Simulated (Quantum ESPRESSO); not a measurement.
**PtSe: zone-centre phonons under several settings**

```xyz
2
Lattice="0.0000 3.0374 3.0374 3.0374 0.0000 3.0374 3.0374 3.0374 0.0000" Properties=species:S:1:pos:R:3 pbc="T T T"
Pt    0.0000    0.0000    0.0000
Se    1.5187    1.5187    1.5187
```

The cell comes from a database or a generator and needn't be the stable form of this composition.

All runs used Quantum ESPRESSO 7.5; potentials JTH 2.0 PBE; k mesh 4 × 4 × 4, shifted; relaxed cell; no spin polarisation; cutoff 707 eV; occupations fermi-dirac, width 0.05 eV.

| level | volume (Å³/atom) | lowest optical mode without the field (cm⁻¹) |
| --- | --- | --- |
| PBE | 23.29 | 181 |
| PBE+D2 | 21.41 | 216 |
| PBE+D3(BJ) | ? | ? |
| rPW86PBE+rVV10 | 24.03 | 173 |
| rev-vdW-DF2 | 22.98 | 187 |

Q: What stands in the row left open?

A: Volume 22.52 Å³/atom; lowest optical mode without the field 196 cm⁻¹.

Caveats: all runs use coarse meshes; the mesh is thin for the phonons of a metal; the volume moved by over 15 % at a fixed basis, so the end points are rough (some runs); pairwise dispersion overbinds metals, which lowers pressure and volume (some runs); the potentials were made for another functional, which shifts forces and pressure (some runs).

For the row left open. Caveat: the k mesh is coarse (spacing up to 0.45 Å⁻¹), so the values aren't converged; the mesh is thin for the phonons of a metal; the volume moved by over 15 % at a fixed basis, so the end points are rough; pairwise dispersion overbinds metals, which lowers pressure and volume.
